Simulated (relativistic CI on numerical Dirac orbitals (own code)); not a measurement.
# Sn IV (Sn³⁺): levels and lines, part 2 of 2

What are the lowest levels and the strongest lines of Sn³⁺? One CI run answers it; runs with one setting changed show what the result hangs on. Configuration energies are shifted onto measured levels.

Calculated with an in-house relativistic CI code, version 4; Dirac-Coulomb-Breit CI, KLI orbitals optimised for each configuration. The steps go on from the part before.

## (4) Slater integrals scaled by 0.75

Settings, as recorded:

```ini
atom Sn  Z=50  charge=3  electrons=47
nucleus A=120  rms_radius_fm=4.6519
hamiltonian dirac-coulomb  breit=on  qed=on  c_scale=1
orbitals kli  potential=per-configuration
slater_scale 0.75
correlation fit
mixing on
configurations
  [Kr] 4d10 5s
  [Kr] 4d10 5p
  [Kr] 4d10 5d
  [Kr] 4d9 5s2
  [Kr] 4d10 6s
  [Kr] 4d10 6p
  [Kr] 4d10 4f
  [Kr] 4d10 6d
  [Kr] 4d10 7s
  [Kr] 4d10 5g
  [Kr] 4d10 5f
  [Kr] 4d9 4f 5s
  [Kr] 4d10 7p
  [Kr] 4d8 5s 5p2
  [Kr] 4d9 5s 5p
  [Kr] 4d9 5p2
  [Kr] 4d10 7d
  [Kr] 4d10 6f
  [Kr] 4d9 5p 5d
  [Kr] 4d8 5s2 5p
  [Kr] 4d8 5s 5d2
  [Kr] 4d9 5s 6p
  [Kr] 4d9 5s 5d
  [Kr] 4d9 4f 5p
  [Kr] 4d9 5s 6s
end
```

From the record:

```text
{
  "status": "converged",
  "levels [i, E_cm, J2, conf, term, w_term, w_jj]": [
    [0, 0, 1, "4d10 5s", "2S", 0.9938, 0.9938],
    [1, 69825.944, 1, "4d10 5p", "2P*", 0.9952, 0.9952],
    [2, 75810.232, 3, "4d10 5p", "2P*", 0.9951, 0.9951],
    [3, 165185.57, 3, "4d10 5d", "2D", 0.9876, 0.9876],
    [4, 165527.97, 5, "4d10 5d", "2D", 0.8749, 0.8749],
    [5, 169235.44, 5, "4d9 5s2", "2D", 0.8538, 0.8538],
    [6, 174138.81, 1, "4d10 6s", "2S", 0.999, 0.999],
    [7, 177132.1, 3, "4d9 5s2", "2D", 0.9653, 0.9653],
    [8, 197923.67, 1, "4d10 6p", "2P*", 0.9974, 0.9974],
    [9, 199958.03, 3, "4d10 6p", "2P*", 0.9969, 0.9969],
    [10, 210237.83, 7, "4d10 4f", "2F*", 0.9957, 0.9957],
    [11, 210338.01, 5, "4d10 4f", "2F*", 0.9944, 0.9944],
    [12, 223479.61, 5, "4d9 5s 5p", "4P*", 0.8839, 0.7494],
    [13, 228056.7, 7, "4d9 5s 5p", "4F*", 0.72, 0.7176],
    [14, 228168.91, 5, "4d9 5s 5p", "4F*", 0.5554, 0.7798],
    [15, 228421.79, 3, "4d9 5s 5p", "4P*", 0.7117, 0.4266],
    "... 53 more rows left out ..."
  ],
  "n_levels_all": 1180,
  "total_energy [Ha]": -6169.8901188,
  "configurations [conf, odd, states, E_av_cm, breit_Ha, qed_Ha, corr_Ha]": [
    ["4d10 5s", 0, 2, 2946.74, 4.419, 2.948, -2.922],
    ["4d10 5p", 1, 6, 75291.5, 4.419, 2.948, -2.914],
    ["4d10 5d", 0, 10, 166335, 4.418, 2.948, -2.894],
    ["4d9 5s2", 0, 10, 176688, 4.42, 2.949, -2.934],
    ["4d10 6s", 0, 2, 174252, 4.418, 2.948, -2.894],
    ["4d10 6p", 1, 6, 199579, 4.418, 2.948, -2.89],
    ["4d10 4f", 1, 14, 210646, 4.418, 2.948, -2.893],
    ["4d10 6d", 0, 10, 235215, 4.418, 2.948, -2.884],
    ["4d10 7s", 0, 2, 237665, 4.418, 2.948, -2.884],
    ["4d10 5g", 0, 18, 258315, 4.418, 2.948, -2.878],
    ["4d10 5f", 1, 14, 255308, 4.418, 2.948, -2.874],
    ["4d9 5s 4f", 1, 280, 401151, 4.419, 2.949, -2.866],
    ["4d10 7p", 1, 6, 248510, 4.418, 2.948, -2.888],
    ["4d8 5s 5p2", 0, 1350, 537671, 4.421, 2.949, -2.866],
    "... 11 more rows left out ..."
  ],
  "empirical_shift [conf, shift_cm, paired_levels]": [
    ["4d10 5s", 0, 1],
    ["4d10 5p", 251.77, 2],
    ["4d10 5d", 3541, 2],
    ["4d9 5s2", -6456.2, 1],
    ["4d10 6s", 3902.5, 1],
    ["4d10 6p", 4197.9, 2],
    ["4d10 4f", -310.98, 2],
    ["4d10 6d", 4549, 2],
    ["4d10 7s", 4737.1, 1],
    ["4d10 5g", 3437.1, 2],
    ["4d10 5f", 3902.5, 0],
    ["4d9 5s 4f", -310.98, 0],
    ["4d10 7p", 3902.5, 0],
    ["4d8 5s 5p2", 3721.7, 0],
    "... 11 more rows left out ..."
  ]
}
```

Wall time 4.2 s (1 thread of Intel Xeon Platinum 8488C (Sapphire Rapids), shared host).

Shifts of the excitation energies against the main run, counted from its lowest level (cm⁻¹):

```
           level  main run   shift
       5p 2P°1/2     69821    +5.4
       5p 2P°3/2     75816    -5.4
        5d 2D3/2    165221   -35.2
        5d 2D5/2    165491   +36.7
   4d9 5s2 2D5/2    169237    -1.4
        6s 2S1/2    174139    -0.0
   4d9 5s2 2D3/2    177088   +43.9
       6p 2P°1/2    197926    -2.8
       6p 2P°3/2    199955    +2.8
       4f 2F°7/2    210240    -1.7
       4f 2F°5/2    210336    +1.7
4d9 5s 5p 4P°5/2    222635  +844.7
```

## (5) Slater integrals scaled by 1

Changes to the settings of step 4:

```diff
@@ -4,3 +4,3 @@
 orbitals kli  potential=per-configuration
-slater_scale 0.75
+slater_scale 1
 correlation fit
```

From the record:

```text
{
  "status": "converged",
  "levels [i, E_cm, J2, conf, term, w_term, w_jj]": [
    [0, 0, 1, "4d10 5s", "2S", 0.9906, 0.9906],
    [1, 69811.189, 1, "4d10 5p", "2P*", 0.9931, 0.9931],
    [2, 75824.929, 3, "4d10 5p", "2P*", 0.9931, 0.9931],
    [3, 165274.89, 3, "4d10 5d", "2D", 0.9811, 0.9811],
    [4, 165433.71, 5, "4d10 5d", "2D", 0.8132, 0.8132],
    [5, 169240.04, 5, "4d9 5s2", "2D", 0.7813, 0.7813],
    [6, 174138.83, 1, "4d10 6s", "2S", 0.9985, 0.9985],
    [7, 177020.34, 3, "4d9 5s2", "2D", 0.9454, 0.9454],
    [8, 197930.63, 1, "4d10 6p", "2P*", 0.9962, 0.9962],
    [9, 199951.03, 3, "4d10 6p", "2P*", 0.9954, 0.9954],
    [10, 210242.16, 7, "4d10 4f", "2F*", 0.994, 0.994],
    [11, 210333.53, 5, "4d10 4f", "2F*", 0.9919, 0.9919],
    "... 55 more rows left out ..."
  ],
  "n_levels_all": 1180,
  "total_energy [Ha]": -6169.8984228,
  "configurations [conf, odd, states, E_av_cm, breit_Ha, qed_Ha, corr_Ha]": [
    ["4d10 5s", 0, 2, 4769.25, 4.419, 2.948, -2.922],
    ["4d10 5p", 1, 6, 75949.4, 4.419, 2.948, -2.92],
    ["4d10 5d", 0, 10, 166942, 4.418, 2.948, -2.9],
    ["4d9 5s2", 0, 10, 179730, 4.42, 2.949, -2.928],
    ["4d10 6s", 0, 2, 174369, 4.418, 2.948, -2.901],
    ["4d10 6p", 1, 6, 199788, 4.418, 2.948, -2.897],
    ["4d10 4f", 1, 14, 210867, 4.418, 2.948, -2.901],
    ["4d10 6d", 0, 10, 235373, 4.418, 2.948, -2.892],
    ["4d10 7s", 0, 2, 237716, 4.418, 2.948, -2.892],
    ["4d10 5g", 0, 18, 258339, 4.418, 2.948, -2.886],
    ["4d10 5f", 1, 14, 255553, 4.418, 2.948, -2.881],
    ["4d9 5s 4f", 1, 280, 401372, 4.419, 2.949, -2.873],
    ["4d10 7p", 1, 6, 248755, 4.418, 2.948, -2.895],
    ["4d8 5s 5p2", 0, 1350, 538032, 4.421, 2.949, -2.873],
    "... 11 more rows left out ..."
  ],
  "empirical_shift [conf, shift_cm, paired_levels]": [
    ["4d10 5s", 0, 1],
    ["4d10 5p", -912.9, 2],
    ["4d10 5d", 2325, 2],
    ["4d9 5s2", -5236, 1],
    ["4d10 6s", 2197, 1],
    ["4d10 6p", 2584.4, 2],
    ["4d10 4f", -1912.3, 2],
    ["4d10 6d", 2884.2, 2],
    ["4d10 7s", 2965, 1],
    ["4d10 5g", 1638.4, 2],
    ["4d10 5f", 2325, 0],
    ["4d9 5s 4f", -1912.3, 0],
    ["4d10 7p", 2325, 0],
    ["4d8 5s 5p2", 2261, 0],
    "... 11 more rows left out ..."
  ]
}
```

It took 5 s on 1 thread of Intel Xeon Platinum 8488C (Sapphire Rapids), shared host.

How the levels moved (cm⁻¹, from the main run's lowest level):

```
           level  main run    shift
       5p 2P°1/2     69821     -9.3
       5p 2P°3/2     75816     +9.3
        5d 2D3/2    165221    +54.1
        5d 2D5/2    165491    -57.5
   4d9 5s2 2D5/2    169237     +3.2
        6s 2S1/2    174139     +0.0
   4d9 5s2 2D3/2    177088    -67.9
       6p 2P°1/2    197926     +4.2
       6p 2P°3/2    199955     -4.2
       4f 2F°7/2    210240     +2.7
       4f 2F°5/2    210336     -2.8
4d9 5s 5p 4P°5/2    222635  -1115.0
```

## (6) The runs side by side

What follows sums up all 2 parts.

| run | time | mean size of shift, levels followed (cm⁻¹) | lowest level | mean error to measured (cm⁻¹) |
| --- | --- | --- | --- | --- |
| main run | 3.3 s | 0 | 5s 2S1/2 | 60 |
| Slater integrals scaled by 0.75 | 4.2 s | 81.8 | 5s 2S1/2 | 65 |
| Slater integrals scaled by 1 | 5 s | 111 | 5s 2S1/2 | 51 |

## (7) Summary of results

```
                                                                        quantity                            value
                                                                    lowest level                         5s 2S1/2
                                                                first excitation            5p 2P°1/2, 69821 cm⁻¹
                                                lowest level of the other parity            5p 2P°1/2, 69821 cm⁻¹
                                                             levels in the model                             1180
fastest E1 line (by rate) to the lowest level among the lowest 68 of 1180 levels  41.54 nm, from 4d9 5s 5p 2P°3/2
                                                     mean error of paired levels                  60 cm⁻¹ over 15
```

In words: The lowest level is 5s 2S1/2, 99 % pure in LS and 99 % in jj coupling; over the low levels the means are 93 and 89 %, so both schemes do about equally well. The largest mover is «Slater integrals scaled by 1» (111 cm⁻¹ on average). The run «Slater integrals scaled by 1» comes nearer the measured levels than the main run (51 against 60 cm⁻¹). The configurations are shifted onto measured levels, so the match to them is no test; configurations with no paired level borrow a shift and can be far off. Lifetimes count radiative decay inside the model alone.
